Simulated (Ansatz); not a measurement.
# GaGe3 under changes of volume

One of the cells (19.580 Å³/atom); the others are scaled copies at fixed shape and fractional positions:

```xyz
4
Lattice="4.2785 0.0000 0.0000 0.0000 4.2785 0.0000 0.0000 0.0000 4.2785" Properties=species:S:1:pos:R:3 pbc="T T T"
Ge    2.1392    2.1392    0.0000
Ge    2.1392    0.0000    2.1392
Ge    0.0000    2.1392    2.1392
Ga    0.0000    0.0000    0.0000
```

The cell comes from a database or a generator and needn't be the stable form of this composition.

```yaml
Program: Ansatz 0.2.0
Functional: LDA
Potentials_or_basis: all-electron LAPW, scalar-relativistic
Cutoff: 170 eV (chosen from the basis error)
Basis_error_allowed: 0.002 eV/atom
k_mesh: 6 × 6 × 6
Occupations: fermi-dirac, width 0.05 eV
Spin: no spin polarisation
```

| volume (Å³/atom) | energy over the lowest point (meV/atom) | pressure (GPa) |
| --- | --- | --- |
| 18.405 | 0.00 | -1.4 |
| 18.796 | ? | ? |
| 19.188 | 12.99 | -3.8 |
| 19.580 | 23.50 | -4.8 |
| 19.971 | 36.41 | -5.7 |
| 20.363 | 51.34 | -6.5 |
| 20.754 | 67.98 | -7.2 |

Task: What does the run at 18.796 Å³/atom give?

Result: Energy over the lowest point 5.04 meV/atom; pressure -2.7 GPa.

Worked out: A Birch-Murnaghan fit of order 3 (a polynomial in V^(-2/3)) to the other rows has its minimum at 18.03 Å³/atom, just outside them, with B0 = V·E''(V) = 71 GPa and B' = 4.8. It gives 4.99 meV/atom at 18.796 Å³/atom, against the run's 5.04, and -dE/dV = -2.7 GPa, against -2.7.

Energies are extrapolated to zero smearing.
